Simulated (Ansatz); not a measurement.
# HfN (F-43m): comparison of functionals at one structure in Python

Wanted for HfN (F-43m): a comparison of functionals at one structure.

Computed with Ansatz 0.2.0 through its Python package. The levels of theory stand in the script.

## 1. Starting point

It takes space group F-43m (No. 216, cubic). Conventional cell: a = 4.910 Å, b = 4.910 Å, c = 4.910 Å, α = 90.00°, β = 90.00°, γ = 90.00°. Hf (site symmetry -43m) has 4 N at 2.13 Å as nearest neighbours. N (site symmetry -43m) is surrounded by 4 Hf at 2.13 Å.

No structure file is read: the coordinates are typed or built in the script.

## 2. Script

File xc_hfn.py:

```python
"""Functional comparison for HfN (totals differ with the potentials too)."""

import ansatz

xtal = (
    ansatz.Lattice.from_parameters(3.471643, 3.471643, 3.471643, alpha=60.0, beta=60.0, gamma=60.0)
    .atom("Hf", [0.0, 0.0, 0.0])
    .atom("N", [0.75, 0.75, 0.75])
)

model = (
    xtal.calculation()
    .basis(530, density_ratio=8)
    .kpoints(8, 8, 8, shift=0.5)
    .occupations("Gaussian", width=100 * ansatz.meV)
    .scf(tolerance=1e-07)
    .stress()
)

rows = []
for value in ["blyp", "pbesol", "lda"]:
    rep = model.functional(value).run(threads=1).report
    rows.append((value, rep["free_energy_ev"] / len(rep["lattice"]["sites"]), rep["n_iterations"], sum(rep["stress_gpa"][i][i] for i in range(3)) / 3, rep["n_kpoints"]))

print("  functional   F/atom (eV)    iterations       P (GPa)      k-points")
for row in rows:
    print(f"{str(row[0]):>12s}  {row[1]:12.5f}  {row[2]:12d}  {row[3]:12.3f}  {row[4]:12d}")
```

## 3. The calls as engine input

The package turns the script's settings into the engine's input (first run):

```yaml
crystal:
  lattice:
    a: 3.471643
    b: 3.471643
    c: 3.471643
    alpha: 60.0
    beta: 60.0
    gamma: 60.0
  atoms:
    - { symbol: Hf, position: [0.0, 0.0, 0.0] }
    - { symbol: "N", position: [0.75, 0.75, 0.75] }
basis:
  ecutwfc: 530.0
  ecutrho_ratio: 8
kpoints:
  mp_grid:
    grid: [8, 8, 8]
    shift: [0.5, 0.5, 0.5]
hamiltonian:
  xc: blyp
scf:
  convergence:
    dr2_threshold: 1.0e-07
  occupations:
    method: gaussian
    width: 0.1
output:
  stress: true
```

## 4. Running it

Run with:

```sh
> python xc_hfn.py
```

What it wrote:

```text
DeckWarning: crystal.symmetry: narrowed to the stabiliser of the k-point mesh — unitary ops 24 → 6; excluded 18 operations that carry a point of the 8×8×8 mesh (shift [0.5, 0.5, 0.5]) off the mesh (the run samples exactly the mesh kpoints.mp_grid names, as [...]
DeckWarning: output.stress: scf.convergence.dr2_threshold = 1e-7 eV (the SCF's general default) is looser than the 2e-10 eV advised for a printed stress (1e-10 eV for each atom of the cell: 2). What an SCF threshold leaves in a stress goes as its square root, [...]
  functional   F/atom (eV)    iterations       P (GPa)      k-points
        blyp   -8066.72642             6         6.121            60
      pbesol   -7989.78287             7        -5.098            60
         lda   -7926.92614             7        -9.681            60
```

(Warnings from the package without file and line, shortened.)

Run time: 16 s. Hardware: 1 thread of Arm Neoverse V1, shared host; peak memory 0.44 GiB.

## 5. What changed from run to run

The engine's inputs for the other runs:

Run 2, against run 1:

```diff
@@ -20 +20 @@
-  xc: blyp
+  xc: pbesol
```

Run 3, against run 1:

```diff
@@ -20 +20 @@
-  xc: blyp
+  xc: lda
```

## 6. The engine's runs

The 3 runs, in the order started:

```csv
run,functional,energy (eV/atom),pressure (GPa),SCF cycles,CPU time (s)
1,blyp,-8066.7264,6.12,6,4.7
2,pbesol,-7989.7829,-5.10,7,5.5
3,lda,-7926.9261,-9.68,7,5.1
```

Energies are free energies F = E - TS of the smeared occupations. Totals under unlike functionals or potentials can't be compared directly.

## 7. Summary of results

```
             quantity                         value
        runs compared                             3
pressure at this cell  -9.7 (lda) to 6.1 GPa (blyp)
```

From lowest to highest: LDA (-9.7 GPa), PBEsol (-5.1 GPa) and BLYP (6.1 GPa). At a fixed cell a lower pressure usually means a smaller equilibrium volume, so LDA prefers the smallest cell and BLYP the largest. Notes:
- No spin polarisation was allowed.
- The mesh is modest for a metal, so energies can be off by several to tens of meV an atom and pressures by half a GPa or more; differences at equal mesh fare better.
- Pressure is positive in compression.
- Spin-orbit coupling, which matters for elements this heavy, is left out.
- The structure comes from a database of computed cells and needn't be a stable or known phase.
- Total energies of different functionals can't be compared; pressures, moments and gaps at this one structure can.
